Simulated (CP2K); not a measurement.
**GaGe3 under changes of volume**

One of the cells (19.580 Å³/atom); the others are scaled copies at fixed shape and fractional positions:

```
Ge Ga
1.0
     4.27847    0.00000    0.00000
     0.00000    4.27847    0.00000
     0.00000    0.00000    4.27847
Ge Ga
3 1
Cartesian
  2.1392 2.1392 0.0000
  2.1392 0.0000 2.1392
  0.0000 2.1392 2.1392
  0.0000 0.0000 0.0000
```

The cell comes from a database or a generator and needn't be the stable form of this composition.

```yaml
Program: CP2K 2026.2
Functional: LDA
Potentials_or_basis: GTH_POTENTIALS Ge GTH-PADE-q4, Ga GTH-PADE-q13; TZVP-MOLOPT-PBE-GTH basis
Density_cutoff: 6123 eV
k_mesh: 6 × 6 × 6
Occupations: fermi-dirac, width 0.05 eV
Spin: no spin polarisation
```

```tsv
volume (Å³/atom)	energy over the lowest point (meV/atom)	pressure (GPa)
18.405	0.00	-1.4
18.796	5.03	-2.7
19.188	12.68	-3.8
19.580	23.08	-4.8
19.971	35.82	-5.7
20.363	50.58	-6.4
20.754	?	?
```

Problem. What does the run at 20.754 Å³/atom give?

Solution. Energy over the lowest point 67.06 meV/atom; pressure -7.1 GPa.

Worked out: A Birch-Murnaghan fit of order 3 (a polynomial in V^(-2/3)) to the other rows has its minimum at 17.99 Å³/atom, just outside them, with B0 = V·E''(V) = 64 GPa and B' = 3.3. It gives 67.34 meV/atom at 20.754 Å³/atom, against the run's 67.06, and -dE/dV = -7.2 GPa, against -7.1.

Energies are extrapolated to zero smearing.

Caveats: the basis of atomic orbitals isn't converged, which shifts pressures, moduli and gaps.
